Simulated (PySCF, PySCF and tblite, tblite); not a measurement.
# C3H5F3Si2: conformers and averaged spectra

Which conformers does C3H5F3Si2 (`C#C[SiH2][SiH2]C(F)(F)F`) populate, and what do their averaged NMR parameters look like?

Programs: PySCF 2.14.0 with density-fitted response routines of our own, and tblite 0.8.0. All values are computed, except where a source is named. Atoms count from 0 throughout.

### 1 The starting structure

13 atoms, charge 0, multiplicity 1; geometry from: MMFF94s geometry.

Bonds of the start (Å): C0–C1 1.19, C0–H8 1.07, C1–Si2 1.88, C4–F5 1.37, C4–F6 1.36, C4–F7 1.35, Si2–H10 1.48, Si2–H9 1.48, Si2–Si3 2.30, Si3–C4 1.82, Si3–H11 1.51, Si3–H12 1.48.

### 2 GFN2-xTB relaxation, conformer 1

What the job is given:

```
{"job": {"xc": "GFN2-xTB", "basis": "xTB", "kind": "relax"}, "charge": 0, "multiplicity": 1}
C      1.532300     2.672900     0.831700
C      1.454000     1.483000     0.756700
Si     1.364300    -0.388400     0.671600
Si    -0.403800    -1.026400    -0.655500
C     -1.875300    -0.524000     0.283400
F     -3.020400    -0.890600    -0.363700
F     -1.938300     0.824200     0.441700
F     -1.916000    -1.076300     1.515500
H      1.586500     3.735500     0.896100
H      2.616700    -0.912900     0.093400
H      1.230800    -0.968300     2.029300
H     -0.337800    -2.516700    -0.870400
H     -0.297600    -0.411500    -1.995700
```

The run is started by

```sh
$ OMP_NUM_THREADS=1 python ens_run.py task.json out
```

This one command runs the whole study; its stages follow in the order run.

What it wrote:

```text
step      E/eV     max force
  0    -721.91683    3.900
  1    -722.06700    3.562
  2    -722.11669    3.051
  3    -722.19266    0.542
  4    -722.21345    0.297
  5    -722.23297    0.367
  6    -722.24135    0.273
  7    -722.25323    0.249
  8    -722.26606    0.330
  9    -722.27856    0.323
 10    -722.28439    0.164
 11    -722.28713    0.149
 12    -722.28952    0.177
 13    -722.29185    0.186
 14    -722.29336    0.105
 15    -722.29409    0.059
 16    -722.29460    0.080
 17    -722.29533    0.128
 18    -722.29620    0.123
 19    -722.29679    0.067
 20    -722.29704    0.052
 21    -722.29719    0.038
 22    -722.29719    0.038
 23    -722.29725    0.070
 24    -722.29742    0.037
 25    -722.29759    0.039
 26    -722.29772    0.026
 27    -722.29779    0.024
 28    -722.29784    0.018
 29    -722.29789    0.020
 30    -722.29798    0.026
 31    -722.29809    0.033
 32    -722.29822    0.031
 33    -722.29833    0.030
 34    -722.29842    0.025
 35    -722.29851    0.026
 36    -722.29860    0.030
 37    -722.29866    0.021
 38    -722.29870    0.019
 39    -722.29874    0.018
 40    -722.29878    0.022
 41    -722.29884    0.023
 42    -722.29889    0.026
 43    -722.29895    0.036
 44    -722.29900    0.032
 45    -722.29903    0.017
 46    -722.29905    0.007
 47    -722.29905    0.007
 48    -722.29906    0.011
 49    -722.29907    0.014
 50    -722.29909    0.014
 51    -722.29911    0.011
 52    -722.29912    0.009
 53    -722.29912    0.006
 54    -722.29913    0.005
 55    -722.29913    0.004
 56    -722.29913    0.004
```

It took 0.42 s on 1 thread of AMD EPYC 7B13, shared host.

Relaxing gained 0.382 eV and moved the atoms by 0.11 Å on average (rms).

GFN2-xTB relaxation, conformer 2:

What the job is given:

```
{"job": {"xc": "GFN2-xTB", "basis": "xTB", "kind": "relax"}, "charge": 0, "multiplicity": 1}
C      3.561900    -0.424000     0.592600
C      2.472800     0.069600     0.362600
Si     0.812500     0.827000     0.030500
Si    -0.800400    -0.799600    -0.041200
C     -2.329100     0.102300    -0.364600
F     -2.608300     1.018000     0.588300
F     -3.400500    -0.720500    -0.446500
F     -2.267500     0.779000    -1.545700
H      4.515200    -0.852100     0.790800
H      0.485800     1.821300     1.093900
H      0.850500     1.551100    -1.273100
H     -0.829100    -1.553800     1.269300
H     -0.468300    -1.817800    -1.074600
```

What it wrote:

```text
step      E/eV     max force
  0    -721.88891    4.507
  1    -722.10647    2.891
  2    -722.10584    4.525
  3    -722.22313    0.663
  4    -722.24384    0.337
  5    -722.26238    0.555
  6    -722.27062    0.303
  7    -722.27832    0.216
  8    -722.28907    0.403
  9    -722.30019    0.523
 10    -722.30666    0.307
 11    -722.30923    0.142
 12    -722.31092    0.142
 13    -722.31252    0.207
 14    -722.31351    0.141
 15    -722.31397    0.050
 16    -722.31428    0.078
 17    -722.31474    0.125
 18    -722.31540    0.138
 19    -722.31605    0.093
 20    -722.31644    0.061
 21    -722.31666    0.044
 22    -722.31686    0.066
 23    -722.31718    0.071
 24    -722.31765    0.064
 25    -722.31816    0.063
 26    -722.31853    0.037
 27    -722.31853    0.037
 28    -722.31865    0.065
 29    -722.31897    0.061
 30    -722.31908    0.034
 31    -722.31930    0.047
 32    -722.31941    0.041
 33    -722.31953    0.027
 34    -722.31961    0.021
 35    -722.31967    0.020
 36    -722.31972    0.025
 37    -722.31977    0.025
 38    -722.31983    0.027
 39    -722.31990    0.031
 40    -722.31998    0.032
 41    -722.32005    0.020
 42    -722.32009    0.019
 43    -722.32012    0.018
 44    -722.32017    0.029
 45    -722.32025    0.041
 46    -722.32036    0.040
 47    -722.32043    0.023
 48    -722.32046    0.009
 49    -722.32047    0.008
 50    -722.32048    0.011
 51    -722.32050    0.017
 52    -722.32052    0.018
 53    -722.32054    0.012
 54    -722.32055    0.005
 55    -722.32055    0.005
 56    -722.32055    0.004
 57    -722.32055    0.004
```

Run time: 0.49 s. Hardware: 1 thread of AMD EPYC 7B13, shared host.

Gain 0.432 eV; displacement 0.11 Å root mean square.

### 3 Shieldings, conformer 1: WP04/pcSseg-1

What the job is given:

```
{"job": {"xc": "WP04", "basis": "pcSseg-1", "kind": "nmr", "pop": true}, "charge": 0, "multiplicity": 1}
C      1.538542     2.643374     0.831059
C      1.535758     1.441588     0.779092
Si     1.474730    -0.404667     0.705957
Si    -0.277458    -1.041404    -0.679348
C     -1.915225    -0.531779     0.243485
F     -3.035194    -0.919261    -0.396659
F     -2.024197     0.803743     0.414553
F     -1.990602    -1.069197     1.483481
H      1.547616     3.694695     0.878153
H      2.751649    -0.869348     0.145926
H      1.338432    -0.894522     2.083518
H     -0.498818    -2.476315    -0.882388
H     -0.449623    -0.376419    -1.972941
```

What it wrote:

```text
coarse grid: 12864 points
cycle   1  E = -1009.6950764602  dE =  8.541e-01  |g| = 1.326e+00  |ddm| = 3.393e+00
cycle   2  E = -1009.2509783043  dE =  4.441e-01  |g| = 2.144e+00  |ddm| = 1.871e+00
cycle   3  E = -1009.9664244691  dE = -7.154e-01  |g| = 1.466e-01  |ddm| = 1.188e+00
cycle   4  E = -1009.9702273310  dE = -3.803e-03  |g| = 6.193e-02  |ddm| = 1.679e-01
cycle   5  E = -1009.9712037129  dE = -9.764e-04  |g| = 1.346e-02  |ddm| = 7.770e-02
cycle   6  E = -1009.9712183374  dE = -1.462e-05  |g| = 1.150e-02  |ddm| = 1.882e-02
cycle   7  E = -1009.9712514203  dE = -3.308e-05  |g| = 1.514e-03  |ddm| = 7.613e-03
cycle   8  E = -1009.9712519027  dE = -4.824e-07  |g| = 3.869e-04  |ddm| = 1.477e-03
final grid: 119152 points
cycle   9  E = -1010.0575578127  dE = -4.508e-05  |g| = 7.103e-03  |ddm| = 2.577e-02
cycle  10  E = -1010.0575474768  dE =  1.034e-05  |g| = 1.093e-02  |ddm| = 1.057e-02
cycle  11  E = -1010.0575662618  dE = -1.878e-05  |g| = 9.058e-04  |ddm| = 5.656e-03
cycle  12  E = -1010.0575663562  dE = -9.438e-08  |g| = 6.536e-04  |ddm| = 1.151e-03
cycle  13  E = -1010.0575664559  dE = -9.967e-08  |g| = 1.926e-04  |ddm| = 4.863e-04
cycle  14  E = -1010.0575664648  dE = -8.939e-09  |g| = 3.206e-05  |ddm| = 1.629e-04
cycle  15  E = -1010.0575664651  dE = -2.581e-10  |g| = 6.554e-06  |ddm| = 4.090e-05
converged SCF energy = -1010.0575664651

GIAO shielding tensors (ppm)
atom      isotropic    diamagn.    paramagn.     s11        s22        s33       span
  0 C       75.012     259.940    -184.928    -14.150    -11.165    250.352    264.502
  1 C      101.042     258.883    -157.841      7.051      7.773    288.303    281.253
  2 Si     425.028     881.774    -456.746    410.748    425.774    438.561     27.813
  3 Si     393.605     881.991    -488.386    366.421    397.560    416.834     50.413
  4 C       27.436     250.874    -223.438     19.671     23.547     39.089     19.418
  5 F      237.018     473.694    -236.676    135.567    241.031    334.456    198.890
  6 F      237.101     480.163    -243.062    134.086    246.482    330.736    196.650
  7 F      240.512     477.568    -237.057    135.667    250.201    335.667    200.000
  8 H       30.152      34.059      -3.908     25.050     25.418     39.987     14.937
  9 H       28.224      28.203       0.022     24.668     26.475     33.530      8.861
 10 H       27.966      28.869      -0.903     25.066     26.154     32.678      7.612
 11 H       28.471      28.873      -0.401     25.178     26.899     33.338      8.159
 12 H       28.311      30.222      -1.910     25.516     26.604     32.814      7.299
```

It took 20 s on 1 thread of AMD EPYC 7B13, shared host; peak memory 0.81 GiB.

In short: HOMO -9.39 eV, LUMO -2.70 eV; dipole 2.94 D.

### 4 Single-point energy, conformer 1: B3LYP/def2-SVP

Changed since step 3:

```diff
@@ -1,2 +1,2 @@
-{"job": {"xc": "WP04", "basis": "pcSseg-1", "kind": "nmr", "pop": true}, "charge": 0, "multiplicity": 1}
+{"job": {"xc": "B3LYP", "basis": "def2-SVP", "kind": "sp"}, "charge": 0, "multiplicity": 1}
 C      1.538542     2.643374     0.831059
```

What it wrote:

```text
coarse grid: 12864 points
cycle   1  E = -995.0113613821  dE =  8.260e-01  |g| = 9.433e-01  |ddm| = 3.810e+00
cycle   2  E = -994.8054739221  dE =  2.059e-01  |g| = 1.467e+00  |ddm| = 1.711e+00
cycle   3  E = -995.1751432269  dE = -3.697e-01  |g| = 7.398e-02  |ddm| = 1.013e+00
cycle   4  E = -995.1761632140  dE = -1.020e-03  |g| = 3.709e-02  |ddm| = 1.129e-01
cycle   5  E = -995.1765509513  dE = -3.877e-04  |g| = 1.100e-02  |ddm| = 4.823e-02
cycle   6  E = -995.1765716068  dE = -2.066e-05  |g| = 7.078e-03  |ddm| = 1.355e-02
cycle   7  E = -995.1765845306  dE = -1.292e-05  |g| = 4.768e-04  |ddm| = 5.637e-03
cycle   8  E = -995.1765845906  dE = -6.000e-08  |g| = 1.775e-04  |ddm| = 7.230e-04
final grid: 119152 points
cycle   9  E = -995.3079158750  dE = -2.270e-05  |g| = 5.243e-03  |ddm| = 1.824e-02
cycle  10  E = -995.3079114337  dE =  4.441e-06  |g| = 7.482e-03  |ddm| = 8.941e-03
cycle  11  E = -995.3079206746  dE = -9.241e-06  |g| = 4.462e-04  |ddm| = 4.924e-03
cycle  12  E = -995.3079207233  dE = -4.873e-08  |g| = 1.400e-04  |ddm| = 6.105e-04
cycle  13  E = -995.3079207252  dE = -1.932e-09  |g| = 1.112e-04  |ddm| = 1.814e-04
cycle  14  E = -995.3079207283  dE = -3.090e-09  |g| = 1.872e-05  |ddm| = 9.454e-05
cycle  15  E = -995.3079207284  dE = -1.110e-10  |g| = 3.133e-06  |ddm| = 2.384e-05
converged SCF energy = -995.3079207284
```

It took 6.1 s on 1 thread of AMD EPYC 7B13, shared host; peak memory 0.7 GiB.

This run: HOMO -7.98 eV, LUMO -0.86 eV; dipole 2.39 D.

### 5 Shieldings, conformer 2: WP04/pcSseg-1

What the job is given:

```
{"job": {"xc": "WP04", "basis": "pcSseg-1", "kind": "nmr", "pop": false}, "charge": 0, "multiplicity": 1}
C      3.595391    -0.399482     0.595355
C      2.522184     0.096463     0.374721
Si     0.884478     0.885546     0.034031
Si    -0.684177    -0.826395    -0.010984
C     -2.381888     0.057680    -0.374174
F     -2.695835     0.973104     0.571863
F     -3.430327    -0.782789    -0.442934
F     -2.366381     0.735328    -1.545589
H      4.533421    -0.836025     0.788748
H      0.640040     1.860235     1.106453
H      1.000692     1.591648    -1.249611
H     -0.990099    -1.543972     1.229265
H     -0.631887    -1.810854    -1.094874
```

What it wrote:

```text
coarse grid: 12864 points
cycle   1  E = -1009.6939412012  dE =  8.528e-01  |g| = 1.327e+00  |ddm| = 3.397e+00
cycle   2  E = -1009.2424575367  dE =  4.515e-01  |g| = 2.154e+00  |ddm| = 1.863e+00
cycle   3  E = -1009.9650743658  dE = -7.226e-01  |g| = 1.528e-01  |ddm| = 1.196e+00
cycle   4  E = -1009.9691424337  dE = -4.068e-03  |g| = 6.925e-02  |ddm| = 1.686e-01
cycle   5  E = -1009.9698620979  dE = -7.197e-04  |g| = 4.531e-02  |ddm| = 8.178e-02
cycle   6  E = -1009.9703680595  dE = -5.060e-04  |g| = 1.030e-02  |ddm| = 3.287e-02
cycle   7  E = -1009.9703931972  dE = -2.514e-05  |g| = 1.256e-03  |ddm| = 9.438e-03
cycle   8  E = -1009.9703935328  dE = -3.357e-07  |g| = 3.182e-04  |ddm| = 1.664e-03
final grid: 119152 points
cycle   9  E = -1010.0581686308  dE = -4.556e-05  |g| = 7.009e-03  |ddm| = 2.661e-02
cycle  10  E = -1010.0581588756  dE =  9.755e-06  |g| = 1.080e-02  |ddm| = 1.007e-02
cycle  11  E = -1010.0581768776  dE = -1.800e-05  |g| = 7.140e-04  |ddm| = 5.273e-03
cycle  12  E = -1010.0581769785  dE = -1.009e-07  |g| = 2.227e-04  |ddm| = 9.527e-04
cycle  13  E = -1010.0581769870  dE = -8.456e-09  |g| = 1.389e-04  |ddm| = 2.783e-04
cycle  14  E = -1010.0581769909  dE = -3.942e-09  |g| = 5.517e-05  |ddm| = 1.130e-04
cycle  15  E = -1010.0581769917  dE = -8.017e-10  |g| = 7.139e-06  |ddm| = 4.789e-05
converged SCF energy = -1010.0581769917

GIAO shielding tensors (ppm)
atom      isotropic    diamagn.    paramagn.     s11        s22        s33       span
  0 C       75.874     259.199    -183.325    -12.261    -10.701    250.584    262.846
  1 C      100.265     257.332    -157.067      5.053      5.864    289.878    284.825
  2 Si     424.521     881.816    -457.295    414.978    423.605    434.979     20.001
  3 Si     395.029     881.942    -486.913    375.935    391.130    418.023     42.088
  4 C       27.463     253.948    -226.486     19.790     22.623     39.976     20.186
  5 F      240.296     477.584    -237.289    135.350    250.664    334.873    199.523
  6 F      238.738     472.707    -233.969    137.839    244.680    333.694    195.855
  7 F      240.304     477.599    -237.296    135.340    250.666    334.905    199.565
  8 H       30.216      33.553      -3.337     25.248     25.346     40.054     14.807
  9 H       27.976      29.190      -1.214     24.252     27.194     32.482      8.230
 10 H       27.976      29.190      -1.214     24.250     27.197     32.480      8.230
 11 H       28.346      29.773      -1.427     25.081     27.184     32.773      7.692
 12 H       28.346      29.774      -1.428     25.080     27.187     32.772      7.693
```

It took 17 s on 1 thread of AMD EPYC 7B13, shared host; peak memory 0.88 GiB.

Key values: HOMO -9.45 eV, LUMO -2.63 eV; dipole 3.24 D.

### 6 Single-point energy, conformer 2: B3LYP/def2-SVP

Changed since step 5:

```diff
@@ -1,2 +1,2 @@
-{"job": {"xc": "WP04", "basis": "pcSseg-1", "kind": "nmr", "pop": false}, "charge": 0, "multiplicity": 1}
+{"job": {"xc": "B3LYP", "basis": "def2-SVP", "kind": "sp"}, "charge": 0, "multiplicity": 1}
 C      3.595391    -0.399482     0.595355
```

What it wrote:

```text
coarse grid: 12864 points
cycle   1  E = -995.0092662867  dE =  8.258e-01  |g| = 9.457e-01  |ddm| = 3.819e+00
cycle   2  E = -994.7958447010  dE =  2.134e-01  |g| = 1.479e+00  |ddm| = 1.720e+00
cycle   3  E = -995.1738119655  dE = -3.780e-01  |g| = 7.536e-02  |ddm| = 1.028e+00
cycle   4  E = -995.1746956723  dE = -8.837e-04  |g| = 4.635e-02  |ddm| = 1.116e-01
cycle   5  E = -995.1751278657  dE = -4.322e-04  |g| = 2.703e-02  |ddm| = 5.811e-02
cycle   6  E = -995.1753158101  dE = -1.879e-04  |g| = 3.907e-03  |ddm| = 2.249e-02
cycle   7  E = -995.1753200901  dE = -4.280e-06  |g| = 4.876e-04  |ddm| = 4.679e-03
final grid: 119152 points
cycle   8  E = -995.3077499764  dE = -2.298e-05  |g| = 5.483e-03  |ddm| = 1.789e-02
cycle   9  E = -995.3077454229  dE =  4.554e-06  |g| = 7.709e-03  |ddm| = 9.385e-03
cycle  10  E = -995.3077551848  dE = -9.762e-06  |g| = 6.017e-04  |ddm| = 5.167e-03
cycle  11  E = -995.3077552541  dE = -6.926e-08  |g| = 2.936e-04  |ddm| = 7.349e-04
cycle  12  E = -995.3077552727  dE = -1.864e-08  |g| = 1.370e-04  |ddm| = 3.209e-04
cycle  13  E = -995.3077552777  dE = -4.965e-09  |g| = 1.316e-05  |ddm| = 1.208e-04
cycle  14  E = -995.3077552777  dE = -4.957e-11  |g| = 3.991e-06  |ddm| = 2.339e-05
converged SCF energy = -995.3077552777
```

Wall time 5.6 s (1 thread of AMD EPYC 7B13, shared host); peak memory 0.69 GiB.

In short: HOMO -7.99 eV, LUMO -0.82 eV; dipole 2.81 D.

### 7 Excited states, conformer 1: wB97X-D/def2-SVPD

What the job is given:

```
{"job": {"xc": "wB97X-D", "basis": "def2-SVPD", "nstates": 6, "ntriplets": 0, "kind": "uv"}, "charge": 0, "multiplicity": 1}
C      1.538542     2.643374     0.831059
C      1.535758     1.441588     0.779092
Si     1.474730    -0.404667     0.705957
Si    -0.277458    -1.041404    -0.679348
C     -1.915225    -0.531779     0.243485
F     -3.035194    -0.919261    -0.396659
F     -2.024197     0.803743     0.414553
F     -1.990602    -1.069197     1.483481
H      1.547616     3.694695     0.878153
H      2.751649    -0.869348     0.145926
H      1.338432    -0.894522     2.083518
H     -0.498818    -2.476315    -0.882388
H     -0.449623    -0.376419    -1.972941
```

What it wrote:

```text
coarse grid: 12864 points
cycle   1  E = -994.8709041917  dE =  8.664e-01  |g| = 8.953e-01  |ddm| = 6.578e+00
cycle   2  E = -994.8647077397  dE =  6.196e-03  |g| = 1.018e+00  |ddm| = 1.827e+00
cycle   3  E = -995.0329424860  dE = -1.682e-01  |g| = 6.245e-02  |ddm| = 7.601e-01
cycle   4  E = -995.0338643397  dE = -9.219e-04  |g| = 2.253e-02  |ddm| = 2.119e-01
cycle   5  E = -995.0340183586  dE = -1.540e-04  |g| = 4.014e-03  |ddm| = 8.530e-02
cycle   6  E = -995.0340243429  dE = -5.984e-06  |g| = 1.876e-03  |ddm| = 1.826e-02
final grid: 119152 points
cycle   7  E = -995.1674349637  dE = -1.294e-04  |g| = 8.196e-03  |ddm| = 1.530e-01
cycle   8  E = -995.1674357427  dE = -7.790e-07  |g| = 8.772e-03  |ddm| = 2.182e-02
cycle   9  E = -995.1674480046  dE = -1.226e-05  |g| = 1.034e-03  |ddm| = 7.780e-03
cycle  10  E = -995.1674481898  dE = -1.852e-07  |g| = 6.272e-04  |ddm| = 2.338e-03
cycle  11  E = -995.1674482850  dE = -9.522e-08  |g| = 1.869e-04  |ddm| = 1.077e-03
cycle  12  E = -995.1674482928  dE = -7.733e-09  |g| = 2.535e-05  |ddm| = 2.639e-04
cycle  13  E = -995.1674482931  dE = -3.311e-10  |g| = 6.577e-06  |ddm| = 8.512e-05
converged SCF energy = -995.1674482931

Static polarisability (au): isotropic 91.330, principal 76.754 88.508 108.729

Singlet excitations
state   eV       nm        f      main configurations
  1   6.0669    204.4   0.00076   H-1->L 0.20, H-1->L+1 0.16, H->L+3 0.13
  2   6.2815    197.4   0.01614   H->L 0.29, H-1->L+1 0.20, H->L+1 0.12
  3   6.2936    197.0   0.00380   H-1->L 0.25, H->L+1 0.23, H->L+2 0.10
  4   7.2031    172.1   0.03031   H->L 0.28, H->L+1 0.20, H->L+3 0.16
  5   7.2572    170.8   0.06020   H->L+2 0.34, H->L+1 0.19, H->L 0.12
  6   7.6068    163.0   0.02692   H-1->L+1 0.44, H-1->L+2 0.32, H-1->L 0.11
```

Wall time 29 s (1 thread of AMD EPYC 7B13, shared host); peak memory 0.93 GiB.

Key values: HOMO -10.19 eV, LUMO 0.85 eV; dipole 2.68 D; S1 6.07 eV.

### 8 Excited states, conformer 2: wB97X-D/def2-SVPD

What the job is given:

```
{"job": {"xc": "wB97X-D", "basis": "def2-SVPD", "nstates": 6, "ntriplets": 0, "kind": "uv"}, "charge": 0, "multiplicity": 1}
C      3.595391    -0.399482     0.595355
C      2.522184     0.096463     0.374721
Si     0.884478     0.885546     0.034031
Si    -0.684177    -0.826395    -0.010984
C     -2.381888     0.057680    -0.374174
F     -2.695835     0.973104     0.571863
F     -3.430327    -0.782789    -0.442934
F     -2.366381     0.735328    -1.545589
H      4.533421    -0.836025     0.788748
H      0.640040     1.860235     1.106453
H      1.000692     1.591648    -1.249611
H     -0.990099    -1.543972     1.229265
H     -0.631887    -1.810854    -1.094874
```

What it wrote:

```text
coarse grid: 12864 points
cycle   1  E = -994.8686978736  dE =  8.664e-01  |g| = 8.980e-01  |ddm| = 6.716e+00
cycle   2  E = -994.8601317472  dE =  8.566e-03  |g| = 1.025e+00  |ddm| = 1.854e+00
cycle   3  E = -995.0320812314  dE = -1.719e-01  |g| = 6.106e-02  |ddm| = 7.731e-01
cycle   4  E = -995.0329711264  dE = -8.899e-04  |g| = 2.337e-02  |ddm| = 2.137e-01
cycle   5  E = -995.0331305381  dE = -1.594e-04  |g| = 6.002e-03  |ddm| = 8.331e-02
cycle   6  E = -995.0331394354  dE = -8.897e-06  |g| = 3.601e-03  |ddm| = 2.287e-02
cycle   7  E = -995.0331428095  dE = -3.374e-06  |g| = 7.582e-04  |ddm| = 6.203e-03
final grid: 119152 points
cycle   8  E = -995.1677041387  dE = -1.285e-04  |g| = 8.139e-03  |ddm| = 1.430e-01
cycle   9  E = -995.1677066573  dE = -2.519e-06  |g| = 8.302e-03  |ddm| = 2.086e-02
cycle  10  E = -995.1677166611  dE = -1.000e-05  |g| = 7.627e-04  |ddm| = 5.587e-03
cycle  11  E = -995.1677167705  dE = -1.094e-07  |g| = 5.006e-04  |ddm| = 1.885e-03
cycle  12  E = -995.1677168253  dE = -5.486e-08  |g| = 1.740e-04  |ddm| = 8.345e-04
cycle  13  E = -995.1677168326  dE = -7.245e-09  |g| = 2.950e-05  |ddm| = 2.718e-04
cycle  14  E = -995.1677168330  dE = -3.731e-10  |g| = 6.159e-06  |ddm| = 8.563e-05
converged SCF energy = -995.1677168330

Static polarisability (au): isotropic 91.810, principal 73.570 84.933 116.926

Singlet excitations
state   eV       nm        f      main configurations
  1   6.1015    203.2   0.00071   H->L+1 0.48, H-1->L+2 0.20, H->L+4 0.14
  2   6.3287    195.9   0.01115   H-1->L+1 0.33, H->L+2 0.29, H->L 0.18
  3   6.3561    195.1   0.00130   H-1->L+2 0.51, H->L+1 0.20, H-1->L 0.13
  4   6.9236    179.1   0.02393   H->L 0.74, H->L+2 0.13
  5   7.3264    169.2   0.00076   H-1->L 0.76, H-1->L+2 0.15
  6   7.6211    162.7   0.01399   H->L+4 0.43, H->L+1 0.24, H-2->L+1 0.14
```

Run time: 29 s. Hardware: 1 thread of AMD EPYC 7B13, shared host; peak memory 0.97 GiB.

Key values: HOMO -10.23 eV, LUMO 0.85 eV; dipole 3.11 D; S1 6.10 eV.

(Part 1 of 2 ends here.)
